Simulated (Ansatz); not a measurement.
The system is HPbNO4.

```
CELL_PARAMETERS angstrom
4.12040 -0.00081 -0.01120
0.00404 6.42722 0.05360
0.02791 3.20707 7.74994
ATOMIC_POSITIONS crystal
H 0.90366 0.21821 0.48851
H 0.40337 0.78177 0.51142
Pb 0.39455 0.30863 0.70725
Pb 0.89489 0.69135 0.29266
N 0.63409 0.19990 0.20730
N 0.13386 0.80012 0.79275
O 0.90829 0.32866 0.54369
O 0.53792 0.39076 0.19497
O 0.53483 0.11279 0.10602
O 0.83718 0.08887 0.32672
O 0.40817 0.67132 0.45624
O 0.03774 0.60924 0.80520
O 0.03429 0.88737 0.89397
O 0.33716 0.91101 0.67330
```

The cell was built by a generator and needn't be a form met in nature.

Base run:

| Quantity | Value |
| --- | --- |
| Program | Ansatz 0.2.0 |
| Functional | BLYP |
| Potentials or basis | Ansatz PAW |
| Cutoff | 420 eV (not typed: the program's choice for these potentials) |
| k mesh | 7 × 5 × 4 |
| Occupations | fermi-dirac, width 0.05 eV |
| Spin | no spin polarisation |

Its results: band gap on the k mesh 3.27 eV, indirect (least direct gap 3.37 eV); pressure 2.1 GPa; largest force 0.342 eV/Å.

The run is repeated on the same cell with these changes: functional from BLYP to PBE. What comes out?

Band gap on the k mesh 3.30 eV, indirect (least direct gap 3.39 eV); pressure 0.0 GPa; largest force 0.007 eV/Å.

PBE binds more tightly than BLYP, so the same cell stands under less pressure.

Caveats: spin-orbit coupling is left out, which as a rule narrows the gap of such compounds by several tenths of an eV; the PAW data sets come from PBE, with cores solved anew for the run's functional, which leaves a small shift of forces and pressure (some runs); odd divisions of the mesh miss points on the zone boundary, where band edges often lie, so the gap on the mesh can be too wide (some runs).
